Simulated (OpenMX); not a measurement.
Crystal: TiSn.

```
Ti Sn
1.0
     0.00000    2.80055    2.80055
     2.80055    0.00000    2.80055
     2.80055    2.80055    0.00000
Ti Sn
1 1
Cartesian
  0.0000 0.0000 0.0000
  2.8005 2.8005 2.8005
```

The cell was built by a generator and needn't be a form met in nature.

Base run:

```yaml
Program: OpenMX 3.8.5
Functional: PBE
Potentials_or_basis: OpenMX 2013 PBE set, Ti7.0-s3p2d2, Sn7.0-s3p2d2, grid cutoff 500 Ry
k_mesh: 7 × 7 × 7
Occupations: fermi-dirac, width 0.05 eV
Spin: no spin polarisation
```

Its results: band gap on the k mesh none (metal or under the smearing width); pressure 0.9 GPa.

Problem. The run is repeated on the same cell with these changes: dispersion from none to D3. What comes out?

Solution. Band gap on the k mesh none (metal or under the smearing width); pressure -1.3 GPa.

Dispersion adds attraction, which lowers the pressure at fixed volume and, as a term added to the energy, leaves the levels alone.

Caveats: the basis of atomic orbitals isn't converged, which shifts pressures, moduli and gaps; pairwise dispersion overbinds metals, which lowers pressure and volume (some runs).
